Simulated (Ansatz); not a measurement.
# SrIr2: the cost of one run

All numbers are computed with the Python package of Ansatz 0.2.0. The levels of theory stand in the script.

The COD entry's cell or inner coordinates are ideal or old and differ from later refinements, so a difference from it is no clean test against experiment.

## (1) The structure

Symmetry: Fd-3m, No. 227, cubic system. Conventional cell: a = 7.700 Å, b = 7.700 Å, c = 7.700 Å, α = 90.00°, β = 90.00°, γ = 90.00°. Sr (site symmetry -43m) is surrounded by 12 Ir at 3.19 Å and 4 Sr at 3.33 Å. Around Ir (site symmetry -3m) lie 6 Ir at 2.72 Å.

No structure file is read: the coordinates are typed or built in the script.

## (2) Script

File run_lattice.py:

```python
# -*- coding: utf-8 -*-
"""Relaxed cell of SrIr2 under several functionals."""

from dataclasses import dataclass

import ansatz as az
import numpy as np


@dataclass
class Options:
    k_density: float = 3.7
    occupations: str = "Methfessel-Paxton"
    sigma: float = 0.15
    fmax: float = 0.05


settings = Options()

def edges_and_angles(cell):
    cell = np.asarray(cell)
    a, b, c = np.linalg.norm(cell, axis=1)
    cosines = cell[1] @ cell[2] / (b * c), cell[0] @ cell[2] / (a * c), cell[0] @ cell[1] / (a * b)
    return (a, b, c, *np.degrees(np.arccos(cosines)))

lattice = az.Lattice.of(
    (0.0, 3.85, 3.85),
    (3.85, 0.0, 3.85),
    (3.85, 3.85, 0.0),
)
sites = [
    ("Sr", (0.0, 0.0, 0.0)),
    ("Sr", (0.25, 0.25, 0.25)),
    ("Ir", (0.625, 0.625, 0.625)),
    ("Ir", (0.125, 0.625, 0.625)),
    ("Ir", (0.625, 0.625, 0.125)),
    ("Ir", (0.625, 0.125, 0.625)),
]
system = az.Crystal(lattice=lattice)
for symbol, position in sites:
    system = system.atom(symbol, position)

calc = (
    system.calculation()
    .kpoints(density=settings.k_density)
    .occupations(settings.occupations, width=settings.sigma)
    .relax(cell=True, force_tolerance=settings.fmax, max_steps=100)
)

levels = [("blyp", "d3bj"), ("lda", "none"), ("r2scan", "none")]
print("level            a       b       c    alpha   beta  gamma  V/atom  steps")
for name, dispersion in levels:
    seen = []
    run = calc.functional(name, dispersion=dispersion).session().plan()
    res = run.execute(on_event=lambda e: seen.append(e) if e["event"] == "relax_step" else None)
    cell = res.lattice.cell_ang
    label = name if dispersion == "none" else f"{name}+{dispersion}"
    print("{:13s} {:7.4f} {:7.4f} {:7.4f} {:6.2f} {:6.2f} {:6.2f}".format(label, *edges_and_angles(cell)), f"{abs(np.linalg.det(cell)) / len(res.lattice.sites):7.3f} {len(seen):5d}")
```

## (3) The calls as engine input

The package turns the script's settings into the engine's input (first run):

```yaml
crystal:
  lattice:
    - [0.0, 3.85, 3.85]
    - [3.85, 0.0, 3.85]
    - [3.85, 3.85, 0.0]
  atoms:
    - { symbol: Sr, position: [0.0, 0.0, 0.0] }
    - { symbol: Sr, position: [0.25, 0.25, 0.25] }
    - { symbol: Ir, position: [0.625, 0.625, 0.625] }
    - { symbol: Ir, position: [0.125, 0.625, 0.625] }
    - { symbol: Ir, position: [0.625, 0.625, 0.125] }
    - { symbol: Ir, position: [0.625, 0.125, 0.625] }
kpoints:
  mp_grid:
    kspacing: 0.27027027027027023
hamiltonian:
  xc: blyp
  dispersion: d3bj
scf:
  occupations:
    method: methfessel_paxton
    width: 0.15
relax:
  f_tol: 0.05
  max_steps: 100
  cell: {}
```

## (4) Running it

Run with:

```console
$ python run_lattice.py
```

What time and memory should one allow on 1 thread of Arm Neoverse V2, shared host?

About 80 s, with a peak of 0.79 GiB.
